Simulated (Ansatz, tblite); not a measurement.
# Fac-Co(OH)3(H2O)3 (CoH₉O₆): one state, many levels

One table from this session's results is given with a row withheld; the runs are named, their logs left out.

The runs use Ansatz 0.2.0, Gaussian basis; as each input shows.

Plan: GFN1-xTB, GFN2-xTB, PBE-D4/def2-TZVP, r2SCAN-D4/def2-TZVP, HSE06-D4/def2-TZVP, CAM-B3LYP-D4/def2-TZVP, BLYP-D4/def2-TZVP, PBE-D4/def2-SVP, PBE0-D4/def2-SVP, MP2/def2-TZVP, RPA/def2-TZVP.

2 further runs of the same task are left out: 2 set aside as unsound or not needed. Runs told in other sessions of the task aren't counted.

**The geometry**

The geometry is that of the singlet, from an earlier relaxation (PBE0-D4/def2-SVP).

16 atoms, charge 0, spin multiplicity 1.

Bond lengths: Co1–O2 1.858 Å, Co1–O3 1.984 Å, Co1–O4 1.831 Å, Co1–O5 2.008 Å, Co1–O6 1.827 Å, Co1–O7 2.019 Å, O2–H8 0.963 Å, O3–H9 0.987 Å, O3–H10 0.992 Å, O4–H11 0.965 Å, O5–H12 0.999 Å, O5–H13 0.966 Å, O6–H14 0.965 Å, O7–H15 0.988 Å, O7–H16 0.978 Å. Angles: O2–Co1–O3 177.5°, O2–Co1–O4 100.7°, O2–Co1–O5 77.7°, O2–Co1–O6 98.5°, O2–Co1–O7 79.3°, O3–Co1–O4 81.8°, O3–Co1–O5 99.8°, O3–Co1–O6 81.2°, O3–Co1–O7 101.3°, O4–Co1–O5 175.9°, O4–Co1–O6 91.6°, O4–Co1–O7 81.7°, O5–Co1–O6 92.4°, O5–Co1–O7 94.3°, O6–Co1–O7 172.4°, Co1–O2–H8 110.8°, Co1–O3–H9 86.4°, Co1–O3–H10 84.0° and more.

No spin-orbit coupling is included.

PBE0-D4/def2-TZVP was run before; its log isn't repeated, and its numbers join the tables.

Set-up of the first run:

Tight binding, by tblite at 300 K electronic temperature and without a spin-polarisation term:

```python
tblite.interface.Calculator('GFN1-xTB', numbers, positions, charge=0, uhf=0).singlepoint()
```

Tight binding, by tblite at 300 K electronic temperature and without a spin-polarisation term:

```python
tblite.interface.Calculator('GFN2-xTB', numbers, positions, charge=0, uhf=0).singlepoint()
```

start.molden holds the orbitals of an earlier run on this state, given as this run's starting guess.

in.yaml reads:

```yaml
crystal:
  periodic: [false, false, false]
  atoms:
    - {symbol: Co, position_ang: [0.011228, 0.012460, -0.092184]}
    - {symbol: O, position_ang: [-0.378039, 0.012400, 1.724946]}
    - {symbol: O, position_ang: [0.344036, 0.032856, -2.048157]}
    - {symbol: O, position_ang: [1.821037, -0.259870, -0.051441]}
    - {symbol: O, position_ang: [-1.990165, 0.177997, -0.082709]}
    - {symbol: O, position_ang: [0.234894, 1.811751, -0.320268]}
    - {symbol: O, position_ang: [0.000727, -1.970122, 0.287041]}
    - {symbol: H, position_ang: [0.134437, 0.686368, 2.183871]}
    - {symbol: H, position_ang: [1.288091, -0.150069, -1.826563]}
    - {symbol: H, position_ang: [0.312905, 1.018413, -1.937684]}
    - {symbol: H, position_ang: [2.227773, 0.564212, 0.242621]}
    - {symbol: H, position_ang: [-1.855164, 0.196465, 0.906528]}
    - {symbol: H, position_ang: [-2.409610, -0.667361, -0.288344]}
    - {symbol: H, position_ang: [-0.610467, 2.239253, -0.135619]}
    - {symbol: H, position_ang: [-0.106399, -1.701119, 1.231233]}
    - {symbol: H, position_ang: [0.974715, -2.003624, 0.206720]}
basis:
  gaussian: {orbitals: def2-TZVP, initial_orbitals: start.molden}
hamiltonian: {xc: pbe, dispersion: d4}
scf: {omitted_lower_state_checks: [starts]}
output: {forces: true, orbitals: {seedname: orbitals}}
```

Command:

```
$ ansatz run in.yaml --threads 4 --pin off --events-out ev --progress --plain --max-ram 4787MiB
```

Steps of the session up to this table: PBE-D4/def2-TZVP; r2SCAN-D4/def2-TZVP; HSE06-D4/def2-TZVP; CAM-B3LYP-D4/def2-TZVP; BLYP-D4/def2-TZVP; PBE-D4/def2-SVP; PBE0-D4/def2-SVP; MP2/def2-TZVP; RPA/def2-TZVP.

One table of the session follows, with a row left open; its other results are not shown here.

It belongs to the step «Binding energy». 

| level | binding an atom (eV) |
| --- | --- |
| HF/def2-TZVP | 1.999 |
| PBE-D4/def2-SVP | ? |
| PBE-D4/def2-TZVP | 3.576 |
| BLYP-D4/def2-TZVP | 3.517 |
| r2SCAN-D4/def2-TZVP | 3.504 |
| PBE0-D4/def2-SVP | 3.426 |
| PBE0-D4/def2-TZVP | 3.384 |
| HSE06-D4/def2-TZVP | 3.386 |
| CAM-B3LYP-D4/def2-TZVP | 3.464 |
| MP2/def2-TZVP | 3.336 |

**Question.** Estimate the row for PBE-D4/def2-SVP.

As computed: binding an atom (eV): 3.649. In the column «binding an atom (eV)» it is the highest.

Limits of these values: Free atoms were run apart at each level; binding is atoms less cluster, divided by the number of atoms, without zero-point or spin-orbit terms.
